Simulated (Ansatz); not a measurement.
**AlH₂SOF: small, medium and large basis sets**

How large a basis does AlH₂SOF need? Two functionals and correlated methods are run in growing sets.

Program: Ansatz 0.2.0, Gaussian basis. Level of theory: one geometry, several basis sets. These are calculated values, not measurements.

Plan: PBE0-D4/def2-SVP; ωB97M-V/def2-SVP; PBE0-D4/def2-QZVPP; ωB97M-V/def2-QZVPP; CCSD(T)/cc-pV(D+d)Z; CCSD(T)/cc-pV(T+d)Z; CCSD(T)/cc-pV(Q+d)Z; the functionals' def2-TZVPP values are taken from earlier runs.

### 1 The relaxed structure

All runs share one geometry, relaxed beforehand with PBE0-D4/def2-TZVP.

SMILES `[OH][Al]([F])[SH]`, 6 atoms, charge 0, spin multiplicity 1.

Atoms are counted from 1 here; the program's logs count them from 0.

Bond lengths: O1–Al2 1.679 Å, O1–H5 0.955 Å, Al2–F3 1.641 Å, Al2–S4 2.167 Å, S4–H6 1.345 Å. Angles: Al2–O1–H5 125.1°, O1–Al2–F3 118.1°, O1–Al2–S4 123.1°, F3–Al2–S4 118.8°, Al2–S4–H6 92.0°.

### 2 PBE0-D4 in def2-SVP

Contents of in.yaml:

```yaml
crystal:
  periodic: [false, false, false]
  atoms:
    - {symbol: O, position_ang: [1.399563, -0.456348, -1.028912]}
    - {symbol: Al, position_ang: [0.238559, -0.260759, 0.168068]}
    - {symbol: F, position_ang: [0.421348, -1.100986, 1.565665]}
    - {symbol: S, position_ang: [-1.478595, 1.043103, -0.050262]}
    - {symbol: H, position_ang: [1.392230, -0.019295, -1.877868]}
    - {symbol: H, position_ang: [-1.931004, 0.730385, 1.177109]}
basis:
  gaussian: {orbitals: def2-SVP}
hamiltonian: {xc: pbe0, dispersion: d4}
output: {orbitals: {seedname: orbitals}}
```

Command:

```
> ansatz run in.yaml --threads 2 --pin off --events-out ev --progress --plain --max-ram 32768MiB --backend cpu
```

The runs that follow: ωB97M-V in def2-SVP; PBE0-D4 in def2-QZVPP; ωB97M-V in def2-QZVPP; CCSD(T) in cc-pV(D+d)Z; CCSD(T) in cc-pV(T+d)Z; CCSD(T) in cc-pV(Q+d)Z.

Before running them: what should the planned runs give, taken together? Wanted: MP2 correlation recovered, cc-pV(D+d)Z; MP2 correlation recovered, cc-pV(T+d)Z; MP2 correlation recovered, cc-pV(Q+d)Z; CCSD(T) limit from def2 sets; PBE0-D4: double and triple zeta above quadruple; ωB97M-V: double and triple zeta above quadruple.

As calculated:

| quantity | value |
| --- | --- |
| MP2 correlation recovered, cc-pV(D+d)Z | 66.5 % |
| MP2 correlation recovered, cc-pV(T+d)Z | 87.0 % |
| MP2 correlation recovered, cc-pV(Q+d)Z | 94.6 % |
| CCSD(T) limit from def2 sets (earlier runs) minus this one | -51 meV |
| PBE0-D4: double and triple zeta above quadruple | 13.19, 0.83 eV |
| ωB97M-V: double and triple zeta above quadruple | 13.22, 0.79 eV |

For PBE0-D4 the step from double to triple zeta gains 12.35 eV and the next only 0.83 eV. Correlation climbs from 67 % (cc-pV(D+d)Z) to 95 % (cc-pV(Q+d)Z) of the limit; Hartree-Fock is 0.194 eV from its own by then. A limit from the def2 sets, made apart, differs by 51 meV, a least measure of the doubt on such a limit. These are total energies; as a rule much of such shifts cancels in differences, which this series doesn't test. The LUMO of ωB97M-V is positive and keeps falling with the basis (1.09 to 0.42 eV): an unbound level that the basis holds in place.
